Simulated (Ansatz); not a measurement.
**Nb: what SCF settings change**

Wanted: the cost and the effect of other mixers, smearings and limits on one cell of Nb. We look at Nb: the deposited crystal structure (space group Im-3m), with 1 atom per cell. Source: COD entry 4000950.

Method: DFT PBE, PAW, plane waves, scalar-relativistic, in Ansatz 0.2.0.

### Step 1. The starting structure

The structure is cubic, space group Im-3m (No. 229). The conventional cell has a = 3.336 Å, b = 3.336 Å, c = 3.336 Å, α = 90.00°, β = 90.00°, γ = 90.00°. Nb (site symmetry m-3m) has 8 Nb at 2.89 Å as nearest neighbours.

As a file:

```cif
data_structure
_symmetry_space_group_name_H-M 'P 1'
_symmetry_Int_Tables_number 1
_cell_length_a 2.8892
_cell_length_b 2.8892
_cell_length_c 2.8892
_cell_angle_alpha 109.471
_cell_angle_beta 109.471
_cell_angle_gamma 109.471
_cell_volume 18.57
loop_
_atom_site_label
_atom_site_type_symbol
_atom_site_fract_x
_atom_site_fract_y
_atom_site_fract_z
_atom_site_occupancy
Nb1 Nb 0.00000 0.00000 0.00000 1
```

Labels such as Nb1 number the atoms in the order of the input file.

Changes shown after the default run: Broyden, β 0.7, preconditioner LDOS; k-point mesh 6x6x6; Fermi–Dirac width 0.0005 eV, no switch to direct minimisation; 1 band beyond the filled ones; Broyden, β 1.0, history 2, no preconditioner; Anderson, β 0.8, history 4, no preconditioner; Anderson, β 0.8, backtracking line search; Anderson, β 0.02, history 4, no preconditioner.

The search for lower states is off throughout, and inputs that name a mixer don't switch to direct minimisation unless they say so. Spin polarisation is off.

### Step 2. Default SCF settings

input.yaml reads:

```yaml
crystal:
  lattice:
    - [-1.66806, 1.66806, 1.66806]
    - [1.66806, -1.66806, 1.66806]
    - [1.66806, 1.66806, -1.66806]
  atoms:
    - { symbol: Nb, position: [0.0, 0.0, 0.0] }
hamiltonian:
  xc: pbe
  pseudopotentials: { kind: paw }
basis:
  ecutwfc: 420
kpoints:
  mp_grid: { grid: [11, 11, 11] }
scf:
  occupations: { method: gaussian, width: 0.05 }
  lower_state_search: "off"
output:
  forces: true
  stress: true
  write_density: true
  write_potential: true
  elf: true
  volumetric_format: npy
```

Started as:

```console
> ansatz run input.yaml --threads 2 --pin off --max-ram 5120MiB --backend cpu --events-out ev --progress --plain --runs-dir out
```

What it wrote (excerpt; [...] marks lines left out):

```text
[...]
Pseudopotentials: kind: paw
Pseudopotential: Nb, paw, valence charge 13, recommended cutoff 420 eV (normal), Nb.paw.azcp
Functional definition: PBE
[...]
Crystal: 1 atoms, lattice volume = 18.565 Å³
Basis set: ecut = 420 eV, 369 PW (Γ), exchange–correlation on 40×40×40 points (8 copies of the dense FFT grid, shifted against one another)
Bands: 11, of which v1, the nominal top of the filled ones, is band 7 counted from 1 (6 counted from 0)
Symmetry: 48 space group operations
Space group: Im-3m (ITA 229), of the structure as read, at distance tolerance 2.6e-5 Å
k-points: 56 of 1331
[...]
SCF iter   1: F=—  HF=-4552.273214 eV  |F-HF|=—  |Δ(HF+E_count)|=         —  Δρ=4.01e-3  dr2=2.78e-3  ethr=1.77e-3  ⟨swp⟩=5.1  Hψ=3648  notcnv=0
[...]
SCF iter   6: F=-4552.272532 eV  HF=-4552.272532 eV  |F-HF|=0.00e0  |Δ(HF+E_count)|=  2.55e-11  Δρ=1.74e-7  dr2=1.46e-12  ethr=2.91e-12  ⟨swp⟩=5.1  Hψ=2968  notcnv=0
[...]
SCF converged after 6 iterations
Free energy (F): -4552.272532 eV
[...]
E sigma→0 (E₀):  -4552.271241 eV
Entropy (-TS):   -0.002584 eV (-2.584 meV/atom)
Fermi energy:    17.101896 eV
[...]
--- Forces (eV/Å), atoms counted from 1 ---
  atom   1  Nb    -0.00000000    -0.00000000     0.00000000
[...]
--- Stress (GPa, compression-positive) ---
       -3.037429       0.000000      -0.000000
       -0.000000      -3.037429      -0.000000
       -0.000000       0.000000      -3.037429
  P = ⅓ Tr σ = -3.0374 GPa (-30.374 kbar)
--- Band table (eV; the first three rows and the last of 56) ---
  k-point 0: bands = ["-37.2371", "-12.6092", "-12.6092", "-12.6092", "11.3070", "17.5226", "17.5226", "17.5226", "20.3328", "20.3328", "31.2153"]
[...]
```

Wall time 0.66 s (2 threads of Arm Neoverse V1, shared host); peak memory 0.26 GiB.

The reference: 6 iterations with the default settings (MSR1 mixing, preconditioner none); with no gap on the k-mesh.

Axes a, b and c in the maps are those of this run's conventional cell (a, b, c = 3.336, 3.336, 3.336 Å).

Density in a lattice plane of the grid's cell (edges 3.34 and 3.34 Å, at 0.000 of the third edge), which holds Nb.

Ten even steps from ' ' (0.20 e/Å³) to '@' (5.07 e/Å³):
```
@@@@@@@@**==::                      ::==**@@@@@@
@@@@@@##++--..                      ..--++##@@@@
%%##**++--::..                      ..::--++**##
++====--::..                          ..::--====
::::....                                  ....::
                                                
                                                
                                                
                                                
                                                
                                                
                                                
                                                
                                                
::::....                                  ....::
++====--::..                          ..::--====
%%##**++--::..                      ..::--++**##
@@@@@@##++--..                      ..--++##@@@@
@@@@@@@@**==::                      ::==**@@@@@@
%%@@@@@@##==::                      ::==##@@@@@@
```
Columns run along the first of these edges and rows up along the second, over one cell in 24 and 20 even steps from the bottom left corner. Atoms in the plane (fractional): Nb at (0.00, 0.00).

ELF in the same plane.

Ten even steps from '0' (0.06) to '9' (0.76):
```
246998531123432113589964
779997521134543112579997
999986421235553212368999
888764222345654322246788
655432223456665432223455
222222234556665543222222
111123345555555554332111
122234555555555555543222
333455665554445556655433
444556665544444556665544
333455665554445556655433
122234555555555555543222
111123345555555554332111
222222234556665543222222
655432223456665432223455
888764222345654322246788
999986321235553212468999
779997521134543112579997
246998531123432113589964
025898631123432113689852
```
Columns run along the first of these edges and rows up along the second, over one cell in 24 and 20 even steps from the bottom left corner. Atoms in the plane (fractional): Nb at (0.00, 0.00).

Both are smooth fields of the valence electrons: close to the nuclei they are not physical.

Outside the cores ELF peaks at 0.52 between the atoms, 1.8 Å from Nb.

### Step 3. Broyden, β 0.7, preconditioner LDOS

input.yaml, as its differences from that of step 2:

```diff
@@ -17,2 +17,5 @@
   lower_state_search: "off"
+  algorithm: density_mixing
+  max_iter: 80
+  mixing: { algorithm: broyden, beta: 0.7, preconditioner: ldos }
 output:
@@ -20,5 +23 @@
   stress: true
-  write_density: true
-  write_potential: true
-  elf: true
-  volumetric_format: npy
```

Started as:

```console
> ansatz run input.yaml --threads 2 --pin off --max-ram 5120MiB --backend cpu --events-out ev --progress --plain --runs-dir out
```

What it wrote (excerpt; [...] marks lines left out):

```text
[... 20 lines as in an earlier run ...]
SCF iter   1: F=—  HF=-4552.273213 eV  |F-HF|=—  |Δ(HF+E_count)|=         —  Δρ=4.01e-3  dr2=2.78e-3  ethr=1.77e-3  ⟨swp⟩=5.1  Hψ=3648  notcnv=0
[...]
SCF iter   5: F=-4552.272532 eV  HF=-4552.272532 eV  |F-HF|=5.65e-9  |Δ(HF+E_count)|=   1.78e-6  Δρ=1.07e-5  dr2=5.37e-9  ethr=7.69e-10  ⟨swp⟩=4.0  Hψ=1919  notcnv=0
[...]
SCF converged after 5 iterations
Stability not checked: this state was not tested for a lower state beside it, because the mixer in use, unlike msr1, does not test its closes by its own steps (another_mixer; see scf.mixing.algorithm and scf.lower_state_search)
Free energy (F): -4552.272532 eV
[...]
E sigma→0 (E₀):  -4552.271241 eV
Entropy (-TS):   -0.002584 eV (-2.584 meV/atom)
Fermi energy:    17.101905 eV
[... 23 lines left out: energy terms, forces, stress ...]
```

Run time: 0.47 s. Hardware: 2 threads of Arm Neoverse V1, shared host; peak memory 0.25 GiB.

5 iterations against 6; the same free energy.

### Step 4. K-point mesh 6x6x6

input.yaml, as its differences from that of step 3:

```diff
@@ -13,3 +13,3 @@
 kpoints:
-  mp_grid: { grid: [11, 11, 11] }
+  mp_grid: { grid: [6, 6, 6] }
 scf:
@@ -17,5 +17,3 @@
   lower_state_search: "off"
-  algorithm: density_mixing
   max_iter: 80
-  mixing: { algorithm: broyden, beta: 0.7, preconditioner: ldos }
 output:
```

Started as:

```console
> ansatz run input.yaml --threads 2 --pin off --max-ram 5120MiB --backend cpu --events-out ev --progress --plain --runs-dir out
```

What it wrote (excerpt; [...] marks lines left out):

```text
[... 13 lines as in an earlier run ...]
k-points: 16 of 216
[... 6 lines as in an earlier run ...]
SCF iter   1: F=—  HF=-4552.260415 eV  |F-HF|=—  |Δ(HF+E_count)|=         —  Δρ=4.16e-3  dr2=2.03e-3  ethr=1.77e-3  ⟨swp⟩=5.0  Hψ=1041  notcnv=0
[...]
SCF iter   6: F=-4552.259945 eV  HF=-4552.259945 eV  |F-HF|=0.00e0  |Δ(HF+E_count)|=  7.67e-10  Δρ=2.41e-7  dr2=2.15e-12  ethr=1.33e-11  ⟨swp⟩=1.3  Hψ=519  notcnv=0
[...]
SCF converged after 6 iterations
Free energy (F): -4552.259945 eV
[...]
E sigma→0 (E₀):  -4552.259320 eV
Entropy (-TS):   -0.001250 eV (-1.250 meV/atom)
Fermi energy:    17.306917 eV
[...]
--- Forces (eV/Å), atoms counted from 1 ---
  atom   1  Nb    -0.00000000     0.00000000    -0.00000000
[...]
--- Stress (GPa, compression-positive) ---
       -6.517253       0.000000       0.000000
       -0.000000      -6.517253       0.000000
        0.000000       0.000000      -6.517253
  P = ⅓ Tr σ = -6.5173 GPa (-65.173 kbar)
```

Wall time 0.3 s (2 threads of Arm Neoverse V1, shared host); peak memory 0.25 GiB.

The count stays at 6. Against the default run: free energy shifted by +12.6 meV/atom, pressure -6.5 GPa against -3.0.

This setting is poor on purpose, so its numbers aren't to be taken as properties of the material.

### Step 5. Fermi–Dirac width 0.0005 eV, no switch to direct minimisation

input.yaml, as its differences from that of step 4:

```diff
@@ -13,7 +13,9 @@
 kpoints:
-  mp_grid: { grid: [6, 6, 6] }
+  mp_grid: { grid: [11, 11, 11] }
 scf:
-  occupations: { method: gaussian, width: 0.05 }
+  occupations: { method: fermi_dirac, width: 0.0005 }
   lower_state_search: "off"
+  algorithm: density_mixing
   max_iter: 80
+  mixing: {}
 output:
```

Started as:

```console
> ansatz run input.yaml --threads 2 --pin off --max-ram 5120MiB --backend cpu --events-out ev --progress --plain --runs-dir out
```

What it wrote (excerpt; [...] marks lines left out):

```text
[... 20 lines as in an earlier run ...]
SCF iter   1: F=—  HF=-4552.271738 eV  |F-HF|=—  |Δ(HF+E_count)|=         —  Δρ=4.21e-3  dr2=3.03e-3  ethr=1.77e-3  ⟨swp⟩=5.8  Hψ=3714  notcnv=0
[...]
SCF iter   6: F=-4552.271007 eV  HF=-4552.271007 eV  |F-HF|=3.64e-12  |Δ(HF+E_count)|=  2.36e-11  Δρ=1.96e-7  dr2=1.70e-12  ethr=2.79e-12  ⟨swp⟩=1.0  Hψ=1716  notcnv=0
[...]
SCF converged after 6 iterations
Free energy (F): -4552.271007 eV
[...]
E sigma→0 (E₀):  -4552.271005 eV
Entropy (-TS):   -0.000003 eV (-0.003 meV/atom)
Fermi energy:    17.093972 eV
[...]
--- Forces (eV/Å), atoms counted from 1 ---
  atom   1  Nb    -0.00000000     0.00000000     0.00000000
[...]
--- Stress (GPa, compression-positive) ---
       -2.928883      -0.000000      -0.000000
        0.000000      -2.928883       0.000000
        0.000000       0.000000      -2.928883
  P = ⅓ Tr σ = -2.9289 GPa (-29.289 kbar)
```

Run time: 0.5 s. Hardware: 2 threads of Arm Neoverse V1, shared host; peak memory 0.26 GiB.

The count stays at 6. Against the default run: free energy shifted by +1.5 meV/atom, zero-width estimate shifted by +0.2 meV/atom, pressure -2.9 GPa against -3.0.

### Step 6. 1 band beyond the filled ones

input.yaml, as its differences from that of step 5:

```diff
@@ -15,7 +15,6 @@
 scf:
-  occupations: { method: fermi_dirac, width: 0.0005 }
+  occupations: { method: gaussian, width: 0.05 }
   lower_state_search: "off"
-  algorithm: density_mixing
+  n_extra_bands: 1
   max_iter: 80
-  mixing: {}
 output:
```

Started as:

```console
> ansatz run input.yaml --threads 2 --pin off --max-ram 5120MiB --backend cpu --events-out ev --progress --plain --runs-dir out
```

What it wrote (excerpt; [...] marks lines left out):

```text
scf.n_extra_bands = 1 over 7 filled bands (N_el = 13.0): the run solves 8 bands
[... 10 lines as in an earlier run ...]
Bands: 8, of which v1, the nominal top of the filled ones, is band 7 counted from 1 (6 counted from 0)
[... 9 lines as in an earlier run ...]
SCF iter   1: F=—  HF=-4552.273219 eV  |F-HF|=—  |Δ(HF+E_count)|=         —  Δρ=4.10e-3  dr2=2.95e-3  ethr=1.77e-3  ⟨swp⟩=5.1  Hψ=2824  notcnv=0
[...]
SCF iter   6: F=-4552.272532 eV  HF=-4552.272532 eV  |F-HF|=1.82e-12  |Δ(HF+E_count)|=  1.26e-10  Δρ=2.19e-7  dr2=2.53e-12  ethr=1.85e-12  ⟨swp⟩=1.0  Hψ=1218  notcnv=0
[...]
SCF converged after 6 iterations
Free energy (F): -4552.272532 eV
[...]
E sigma→0 (E₀):  -4552.271241 eV
Entropy (-TS):   -0.002584 eV (-2.584 meV/atom)
Fermi energy:    17.101896 eV
[... 23 lines left out: energy terms, forces, stress ...]
```

It took 0.46 s on 2 threads of Arm Neoverse V1, shared host; peak memory 0.25 GiB.

The count stays at 6. Against the default run: the same free energy.

### Step 7. Broyden, β 1.0, history 2, no preconditioner

input.yaml, as its differences from that of step 6:

```diff
@@ -17,4 +17,5 @@
   lower_state_search: "off"
-  n_extra_bands: 1
+  algorithm: density_mixing
   max_iter: 80
+  mixing: { algorithm: broyden, ndim: 2, beta: 1.0, preconditioner: none }
 output:
```

Started as:

```console
> ansatz run input.yaml --threads 2 --pin off --max-ram 5120MiB --backend cpu --events-out ev --progress --plain --runs-dir out
```

What it wrote (excerpt; [...] marks lines left out):

```text
[... 20 lines as in an earlier run ...]
SCF iter   1: F=—  HF=-4552.273213 eV  |F-HF|=—  |Δ(HF+E_count)|=         —  Δρ=4.01e-3  dr2=2.78e-3  ethr=1.77e-3  ⟨swp⟩=5.1  Hψ=3648  notcnv=0
[...]
SCF iter   5: F=-4552.272532 eV  HF=-4552.272532 eV  |F-HF|=5.46e-12  |Δ(HF+E_count)|=  4.37e-10  Δρ=7.48e-7  dr2=4.39e-11  ethr=6.57e-11  ⟨swp⟩=2.0  Hψ=1792  notcnv=0
[...]
SCF converged after 5 iterations
[... 1 line as in an earlier run ...]
Free energy (F): -4552.272532 eV
[...]
E sigma→0 (E₀):  -4552.271241 eV
Entropy (-TS):   -0.002584 eV (-2.584 meV/atom)
Fermi energy:    17.101899 eV
[... 23 lines left out: energy terms, forces, stress ...]
```

Run time: 0.51 s. Hardware: 2 threads of Arm Neoverse V1, shared host; peak memory 0.25 GiB.

Compared with step 2: the same free energy; 5 iterations in place of 6.

### Step 8. Anderson, β 0.8, history 4, no preconditioner

input.yaml, as its differences from that of step 7:

```diff
@@ -19,3 +19,3 @@
   max_iter: 80
-  mixing: { algorithm: broyden, ndim: 2, beta: 1.0, preconditioner: none }
+  mixing: { algorithm: anderson, ndim: 4, beta: 0.8, preconditioner: none }
 output:
```

Started as:

```console
> ansatz run input.yaml --threads 2 --pin off --max-ram 5120MiB --backend cpu --events-out ev --progress --plain --runs-dir out
```

What it wrote (excerpt; [...] marks lines left out):

```text
[... 20 lines as in an earlier run ...]
SCF iter   1: F=—  HF=-4552.273214 eV  |F-HF|=—  |Δ(HF+E_count)|=         —  Δρ=4.01e-3  dr2=2.78e-3  ethr=1.77e-3  ⟨swp⟩=5.1  Hψ=3648  notcnv=0
[...]
SCF iter   5: F=-4552.272532 eV  HF=-4552.272532 eV  |F-HF|=5.80e-10  |Δ(HF+E_count)|=   6.55e-9  Δρ=4.19e-6  dr2=1.15e-9  ethr=1.13e-10  ⟨swp⟩=2.0  Hψ=2020  notcnv=0
[...]
SCF converged after 5 iterations
[... 1 line as in an earlier run ...]
Free energy (F): -4552.272532 eV
[...]
E sigma→0 (E₀):  -4552.271241 eV
Entropy (-TS):   -0.002584 eV (-2.584 meV/atom)
Fermi energy:    17.101897 eV
[... 23 lines left out: energy terms, forces, stress ...]
```

Run time: 0.51 s. Hardware: 2 threads of Arm Neoverse V1, shared host; peak memory 0.25 GiB.

It takes 5 iterations (default 6). Against the default run: the same free energy.

### Step 9. Anderson, β 0.8, backtracking line search

input.yaml, as its differences from that of step 8:

```diff
@@ -19,3 +19,3 @@
   max_iter: 80
-  mixing: { algorithm: anderson, ndim: 4, beta: 0.8, preconditioner: none }
+  mixing: { algorithm: anderson, beta: 0.8, globalisation: backtrack }
 output:
```

Started as:

```console
> ansatz run input.yaml --threads 2 --pin off --max-ram 5120MiB --backend cpu --events-out ev --progress --plain --runs-dir out
```

What it wrote (excerpt; [...] marks lines left out):

```text
[... 20 lines as in an earlier run ...]
[...]
SCF iter   1: F=—  HF=-4552.273186 eV  |F-HF|=—  |Δ(HF+E_count)|=         —  Δρ=4.01e-3  dr2=2.76e-3  ethr=6.41e-6  ⟨swp⟩=2.0  Hψ=4852  notcnv=0
[...]
SCF iter   4: F=-4552.272532 eV  HF=-4552.272532 eV  |F-HF|=1.38e-8  |Δ(HF+E_count)|=   3.79e-6  Δρ=1.74e-5  dr2=1.27e-8  ethr=2.31e-10  ⟨swp⟩=3.0  Hψ=2360  notcnv=0
[...]
SCF converged after 4 iterations
[... 1 line as in an earlier run ...]
Free energy (F): -4552.272532 eV
[...]
E sigma→0 (E₀):  -4552.271240 eV
Entropy (-TS):   -0.002584 eV (-2.584 meV/atom)
Fermi energy:    17.101877 eV
[... 23 lines left out: energy terms, forces, stress ...]
```

It took 0.5 s on 2 threads of Arm Neoverse V1, shared host; peak memory 0.25 GiB.

Compared with step 2: the same free energy; 4 iterations in place of 6.

### Step 10. Anderson, β 0.02, history 4, no preconditioner

input.yaml, as its differences from that of step 9:

```diff
@@ -19,3 +19,3 @@
   max_iter: 80
-  mixing: { algorithm: anderson, beta: 0.8, globalisation: backtrack }
+  mixing: { algorithm: anderson, ndim: 4, beta: 0.02, preconditioner: none }
 output:
```

Started as:

```console
> ansatz run input.yaml --threads 2 --pin off --max-ram 5120MiB --backend cpu --events-out ev --progress --plain --runs-dir out
```

What it wrote (excerpt; [...] marks lines left out):

```text
[... 20 lines as in an earlier run ...]
SCF iter   1: F=—  HF=-4552.273214 eV  |F-HF|=—  |Δ(HF+E_count)|=         —  Δρ=4.01e-3  dr2=2.78e-3  ethr=1.77e-3  ⟨swp⟩=5.1  Hψ=3648  notcnv=0
[...]
SCF iter   8: F=-4552.272532 eV  HF=-4552.272532 eV  |F-HF|=4.44e-10  |Δ(HF+E_count)|=   9.39e-8  Δρ=4.57e-6  dr2=1.39e-9  ethr=7.69e-10  ⟨swp⟩=4.0  Hψ=1797  notcnv=0
[...]
SCF converged after 8 iterations
[... 1 line as in an earlier run ...]
Free energy (F): -4552.272532 eV
[...]
E sigma→0 (E₀):  -4552.271241 eV
Entropy (-TS):   -0.002584 eV (-2.584 meV/atom)
Fermi energy:    17.101888 eV
[... 23 lines left out: energy terms, forces, stress ...]
```

Wall time 0.53 s (2 threads of Arm Neoverse V1, shared host); peak memory 0.25 GiB.

8 iterations against 6; the same free energy.

### Step 11. The runs side by side

```tsv
step	settings	iterations	time	against the default run
2	default SCF settings	6	0.66 s	reference
3	Broyden, β 0.7, preconditioner LDOS	5	0.47 s	the same free energy
4	k-point mesh 6x6x6	6	0.3 s	free energy shifted by +12.6 meV/atom, pressure -6.5 GPa against -3.0
5	Fermi–Dirac width 0.0005 eV, no switch to direct minimisation	6	0.5 s	free energy shifted by +1.5 meV/atom, zero-width estimate shifted by +0.2 meV/atom, pressure -2.9 GPa against -3.0
6	1 band beyond the filled ones	6	0.46 s	the same free energy
7	Broyden, β 1.0, history 2, no preconditioner	5	0.51 s	the same free energy
8	Anderson, β 0.8, history 4, no preconditioner	5	0.51 s	the same free energy
9	Anderson, β 0.8, backtracking line search	4	0.5 s	the same free energy
10	Anderson, β 0.02, history 4, no preconditioner	8	0.53 s	the same free energy
```

Decimal logarithm of the largest residual (eV) by iteration, counted through all cycles of a run (8 of the 9 runs):

```csv
iteration,step 2,step 3,step 4,step 5,step 6,step 7,step 8,step 9
1,-2.6,-2.6,-2.7,-2.5,-2.5,-2.6,-2.6,-2.6
2,-3.6,-3.3,-3.5,-3.5,-3.6,-2.8,-3.3,-3.4
3,-4.6,-4.6,-5.1,-4.6,-4.5,-4.5,-4.8,-4.8
4,-7.3,-6.0,-7.4,-7.2,-7.3,-8.1,-7.8,-7.9
5,-9.4,-8.3,-8.8,-9.4,-9.6,-10.4,-8.9,-
6,-11.8,-,-11.7,-11.8,-11.6,-,-,-
```

### Step 12. What came out

```
                                                              quantity                                               value
                                                           default run             6 iterations, with no gap on the k-mesh
                  fewest iterations to that state among the runs shown       4 (Anderson, β 0.8, backtracking line search)
                                                 most iterations to it  8 (Anderson, β 0.02, history 4, no preconditioner)
           runs that end in another state, among changes of path alone                                                   0
largest shift of the free energy by occupations, cutoff, mesh or field                 +12.6 meV/atom (k-point mesh 6x6x6)
```

What this shows: The default and the runs that change only the path, 7 in all, end in one state, in 4 to 8 iterations. Occupations, cutoff, mesh and fields change the problem that is solved, not just the path; the largest shift here is that of “k-point mesh 6x6x6”. Other settings tried on this cell gave no result: fixed occupations (input refused); mesh with a zero (input refused). Counts include iterations that the program adds to test a close, so a difference of one or two ranks nothing. The starting density is a sum of atomic densities corrected by a trained network, so it is already close to self-consistency.
